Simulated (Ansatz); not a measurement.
# Si2GeH6: a ladder of functionals and wavefunction methods

The task here is to estimate one member of a computed series from the others.

Program: Ansatz 0.2.0, Gaussian basis. Level of theory: functionals in def2-TZVPP, the program's frozen cores in correlated methods. These are calculated values, not measurements.

Plan: LDA (SPW92), PBE-D4, revPBE-D4, BLYP-D4, r2SCAN-D4, B97M-V, PBE0-D4, B3LYP-D4, r2SCANh-D4, r2SCAN0-D4, HSE06-D4, BHLYP-D4, CAM-B3LYP-D4, LC-ωPBE, ωB97X-V, ωB97M-V, B2PLYP, PBE-QIDH; CCSD(T)/def2-SVP; CCSD(T)/def2-TZVPP; MP2/def2-QZVPP; extrapolation to the limit; RPA on PBE.

## The relaxed structure

The geometry comes from an earlier relaxation with PBE0-D4 in a triple-zeta def2 set; it is a stationary point, not always the lowest conformer.

9 atoms, charge 0, spin multiplicity 1.

Atoms are counted from 1 here; the program's logs count them from 0.

Bond lengths: Si1–Si2 2.328 Å, Si1–Ge3 2.381 Å, Si1–H4 1.484 Å, Si1–H5 1.484 Å, Si2–Ge3 2.381 Å, Si2–H6 1.484 Å, Si2–H7 1.484 Å, Ge3–H8 1.531 Å, Ge3–H9 1.531 Å. Angles: Si2–Si1–Ge3 60.7°, Si2–Si1–H4 118.7°, Si2–Si1–H5 118.6°, Ge3–Si1–H4 118.4°, Ge3–Si1–H5 118.2°, H4–Si1–H5 112.9°, Si1–Si2–Ge3 60.7°, Si1–Si2–H6 118.7°, Si1–Si2–H7 118.6°, Ge3–Si2–H6 118.4°, Ge3–Si2–H7 118.2°, H6–Si2–H7 112.9°, Si1–Ge3–Si2 58.6°, Si1–Ge3–H8 118.7°, Si1–Ge3–H9 118.6°, Si2–Ge3–H8 118.6°, Si2–Ge3–H9 118.7°, H8–Ge3–H9 113.3°.

Set-up of the first run:

The input, in.yaml:

```yaml
crystal:
  periodic: [false, false, false]
  atoms:
    - {symbol: Si, position_ang: [-1.023457, 0.159657, -0.877544]}
    - {symbol: Si, position_ang: [1.067642, 0.832016, -0.104823]}
    - {symbol: Ge, position_ang: [-0.043726, -0.978362, 0.969625]}
    - {symbol: H, position_ang: [-1.109088, -0.549875, -2.177750]}
    - {symbol: H, position_ang: [-2.192137, 1.037081, -0.621491]}
    - {symbol: H, position_ang: [1.179160, 2.121476, 0.620540]}
    - {symbol: H, position_ang: [2.262131, 0.530355, -0.931587]}
    - {symbol: H, position_ang: [0.492326, -2.396889, 0.757806]}
    - {symbol: H, position_ang: [-0.632861, -0.755448, 2.365232]}
basis:
  gaussian: {orbitals: def2-TZVPP}
hamiltonian: {xc: lda}
output: {orbitals: {seedname: orbitals}}
```

Among the steps run: LDA; PBE-D4 (GGA); revPBE-D4 (GGA); BLYP-D4 (GGA); r2SCAN-D4 (meta-GGA); B97M-V (meta-GGA); PBE0-D4 (hybrid); B3LYP-D4 (hybrid); r2SCANh-D4 (hybrid); r2SCAN0-D4 (hybrid); HSE06-D4 (hybrid); BHLYP-D4 (hybrid); CAM-B3LYP-D4 (range-separated); LC-ωPBE-D4 (range-separated; the results give it without D4); ωB97X-V (range-separated); ωB97M-V (range-separated); B2PLYP (double hybrid); PBE-QIDH (double hybrid).

One of the session's tables, all rows but one given; the rest of the session is left out.

It belongs to the step «Frontier levels by functional». 

```
  functional  HOMO (eV)  gap (eV)
 LDA (SPW92)      -5.93      4.07
      PBE-D4      -5.82      4.08
   revPBE-D4      -5.77      4.09
     BLYP-D4      -5.64      4.14
   r2SCAN-D4      -6.03      4.45
      B97M-V      -6.09      4.37
     PBE0-D4      -6.76      5.84
    B3LYP-D4      -6.55      5.54
  r2SCANh-D4      -6.38      5.09
  r2SCAN0-D4      -6.90      6.05
    HSE06-D4      -6.38      5.08
    BHLYP-D4      -7.55      7.67
CAM-B3LYP-D4      -7.90      8.19
     LC-ωPBE      -9.15     10.43
     ωB97X-V          ?         ?
     ωB97M-V      -8.68      9.65
```

**Question.** Estimate the row for ωB97X-V.

As computed: HOMO (eV): -8.86; gap (eV): 10.05. In the column «HOMO (eV)» it lies between LC-ωPBE (-9.15) and ωB97M-V (-8.68).
